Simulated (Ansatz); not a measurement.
# SiW3: a tetragonal deformation path

One table from this session's results is given with a row withheld; the runs are named, their logs left out.

Program: Ansatz 0.2.0. Level of theory: DFT PBEsol, scalar-relativistic, plane waves, PAW. These are calculated values, not measurements.

## The starting structure

The structure is cubic, space group Im-3m (No. 229). Conventional cell: a = 5.154 Å, b = 5.154 Å, c = 5.154 Å, α = 90.00°, β = 90.00°, γ = 90.00°. Si (site symmetry m-3m) has 6 W at 2.58 Å as nearest neighbours. W (site symmetry 4/mmm) is surrounded by 2 Si at 2.58 Å and 4 W at 2.58 Å.

Structure file:

```
CELL_PARAMETERS angstrom
-2.57720 2.57720 2.57720
2.57720 -2.57720 2.57720
2.57720 2.57720 -2.57720
ATOMIC_POSITIONS crystal
Si 0.00000 0.00000 0.00000
W 0.50000 0.50000 0.00000
W 0.50000 0.00000 0.50000
W 0.00000 0.50000 0.50000
```

It goes back to an entry of the Materials Project, which need not be the stable form.

This cell was relaxed beforehand with the same method: volume 17.12 Å³/atom, gap on the mesh none (metal).

Set-up of the first run:

Contents of input.yaml:

```yaml
crystal:
  lattice:
    - [-2.5771952861, 2.5771952861, 2.5771952861]
    - [2.5771952861, -2.5771952861, 2.5771952861]
    - [2.5771952861, 2.5771952861, -2.5771952861]
  atoms:
    - { symbol: Si, position: [0.0, 0.0, 0.0] }
    - { symbol: W, position: [0.5, 0.5, 0.0] }
    - { symbol: W, position: [0.5, 0.0, 0.5] }
    - { symbol: W, position: [0.0, 0.5, 0.5] }
basis:
  ecutwfc: 420
kpoints:
  mp_grid: { grid: [14, 14, 14] }
hamiltonian:
  xc: pbesol
scf:
  occupations: { method: gaussian, width: 0.15 }
output:
  forces: true
  stress: true
  eigenvalues: true
```

Run with:

```bash
> ansatz run input.yaml --threads 1 --pin off --max-ram 2560MiB --backend cpu --events-out ev --progress --plain --runs-dir out
```

Among the steps run: The reference: the undisturbed cell on the scan's mesh; ρ = 0.707; Point ρ = 1.414; Point ρ = 0.850; Point ρ = 1.200; At ρ = 0.780; ρ = 1.300; Point ρ = 0.920; Point ρ = 1.100; At ρ = 0.650; At ρ = 1.500; ρ = 0.960; ρ = 1.050.

One of the session's tables, all rows but one given; the rest of the session is left out.

```
    ρ  ΔE (meV/atom)  pressure (GPa)
0.650         3455.8            80.1
0.707         1991.8            49.2
0.780          922.6            25.3
0.850          364.1             9.8
0.920           90.6             2.9
0.960              ?               ?
1.000            0.0             0.0
1.050           28.7             1.0
1.100          107.6             3.6
1.200          374.6            12.2
1.300          727.7            23.6
1.414         1204.0            39.3
1.500         1625.2            53.4
```

Q: Estimate the row for ρ = 0.960 from the others.

Worked estimate for «ΔE (meV/atom)». A straight line through the neighbours (0.920, 90.6) and (1.000, 0.0) gives 90.6 + (0.0 − 90.6) × (0.960 − 0.920) / (1.000 − 0.920) = 45.3; a parabola fitted to 4 rows on both sides gives 18.4.

The run gave: ΔE (meV/atom): 21.0; pressure (GPa): 0.7. In «ΔE (meV/atom)» the line misses by +24.3 and the parabola by -2.6.

Caveats from the session: The runs treat W without spin-orbit coupling.
